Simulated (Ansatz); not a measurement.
Ba2Tl5V3O12:

```
Ba V Tl O
1.0
     8.15421    0.00000    0.00000
    -4.07711    7.06176    0.00000
     0.00000    0.00000    6.92128
Ba V Tl O
2 3 5 12
Cartesian
  0.0000 0.0000 1.6301
  0.0000 0.0000 5.2912
  4.0771 0.0000 0.0000
  -2.0386 3.5309 0.0000
  2.0386 3.5309 0.0000
  4.0771 0.0000 3.4606
  -2.0386 3.5309 3.4606
  2.0386 3.5309 3.4606
  0.0000 4.7079 1.5565
  4.0771 2.3539 5.3648
  1.3636 2.4246 5.6370
  1.2955 7.0304 5.6370
  -2.6592 4.6685 5.6370
  1.4179 2.3932 1.2843
  5.4407 4.6372 1.2843
  5.3726 0.0314 1.2843
  2.7135 4.6372 1.2843
  2.7816 0.0314 1.2843
  6.7363 2.3932 1.2843
  2.6592 4.6685 5.6370
  -1.3636 2.4246 5.6370
  -1.2955 7.0304 5.6370
```

The cell was built by a generator and needn't be a form met in nature.

| Property | Result |
| --- | --- |
| Program | Ansatz 0.2.0 |
| Task | single point |
| Functional | PBE |
| Potentials or basis | Ansatz PAW |
| Cutoff | 420 eV (not typed: the program's choice for these potentials) |
| k mesh | 4 × 4 × 4 |
| Occupations | fermi-dirac, width 0.05 eV |
| Spin | collinear spin, ferromagnetic start |
| Starting moments | [0.0, 0.0, 2.0, 2.0, 2.0, 0.0, 0.0, 0.0, 0.0, 0.0, 0.0, 0.0, 0.0, 0.0, 0.0, 0.0, 0.0, 0.0, 0.0, 0.0, 0.0, 0.0] μB |

On this cell: pressure 0.2 GPa; largest force 0.055 eV/Å; net moment 0.00 μB per cell; band gap on the k mesh none (metal or under the smearing width).

The same run follows on a disturbed copy (atoms moved at random, drawn with an rms of 0.05 Å):

```
Ba V Tl O
1.0
     8.15421    0.00000    0.00000
    -4.07711    7.06176    0.00000
     0.00000    0.00000    6.92128
Ba V Tl O
2 3 5 12
Cartesian
  0.0261 0.0379 1.6475
  0.0356 -0.0116 5.2888
  4.0200 -0.0431 -0.0188
  -2.0821 3.5712 0.0471
  2.0325 3.5536 0.0306
  4.0758 -0.0286 3.5024
  -2.0235 3.5940 3.4457
  2.0904 3.5337 3.4688
  0.0477 4.7336 1.5652
  4.0923 2.3574 5.3444
  1.3208 2.4102 5.6237
  1.3093 7.0770 5.6604
  -2.7341 4.6390 5.6515
  1.4050 2.3739 1.3345
  5.4481 4.6135 1.3322
  5.4171 0.0383 1.2919
  2.6614 4.6058 1.3139
  2.7669 0.0290 1.2982
  6.7206 2.4453 1.2991
  2.6514 4.6838 5.6432
  -1.3868 2.4204 5.6350
  -1.3144 7.0250 5.6755
```

**Question.** What changes?

**Answer.** The energy (extrapolated to zero smearing) moves by +10.3 meV/atom; pressure 0.1 GPa; largest force 1.324 eV/Å; net moment 0.00 μB per cell; band gap on the k mesh none (metal or under the smearing width).

Forces on the atoms (eV/Å):
```
Ba  -0.172  0.247 -0.109
Ba  -0.237  0.186  0.052
V    0.782  0.405  0.756
V    0.394 -0.669 -0.678
V   -0.055 -0.728 -1.105
Tl   0.290  0.071 -0.315
Tl   0.226 -0.254  0.431
Tl  -0.183 -0.234  0.214
Tl  -0.072 -0.026  0.087
Tl   0.109  0.024  0.225
O    0.416  0.392  0.505
O   -0.501 -0.191  0.122
O    0.045  0.322 -0.012
O    0.021  0.253 -0.375
O   -0.558  0.724  0.075
O   -0.649 -0.222 -0.176
O    0.414  0.333  0.017
O    0.286 -0.086 -0.041
O    0.190 -0.343 -0.059
O   -0.276 -0.343  0.464
O   -0.290  0.364  0.271
O   -0.178 -0.226 -0.350
```

Stress tensor (GPa, compression positive):
```
-0.44 -0.47  0.26
-0.47  0.33  0.11
 0.26  0.11  0.34
```

Caveats: semilocal functionals often make such compounds metallic where correlation or magnetic order opens a gap, which also shifts bond lengths; the starting moments weren't kept.
